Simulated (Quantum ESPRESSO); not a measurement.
The system is NbTe.

```xyz
2
Lattice="3.7030 0.0000 0.0000 -1.8515 3.2069 0.0000 0.0000 0.0000 3.6942" Properties=species:S:1:pos:R:3 pbc="T T T"
Te    1.8515    1.0690    0.0000
Nb    0.0000    0.0000    1.8471
```

The cell comes from a database or a generator and needn't be the stable form of this composition.

Base run:

- Program: Quantum ESPRESSO 7.5
- Functional: PBEsol
- Potentials or basis: GBRV 1.5 PBEsol
- Cutoff: 612 eV
- Density cutoff: 4898 eV
- k mesh: 8 × 8 × 7
- Occupations: fermi-dirac, width 0.05 eV
- Spin: no spin polarisation
- Hubbard terms: Nb d U = 3 eV

Its results: band gap on the k mesh none (metal or under the smearing width); pressure -8.2 GPa.

After a change of settings the same cell gave: band gap on the k mesh none (metal or under the smearing width); pressure -7.0 GPa. Which change was it?
A. hubbard terms from Nb d U = 3 eV to Nb d U = 8 eV
B. hubbard terms from Nb d U = 3 eV to none
C. hubbard terms from Nb d U = 3 eV to Nb d U = 2 eV

C.

Caveats: U without spin polarisation on a metal has little footing; the U is typed as a test and isn't derived for this compound.

Not every run made on this cell is shown here.
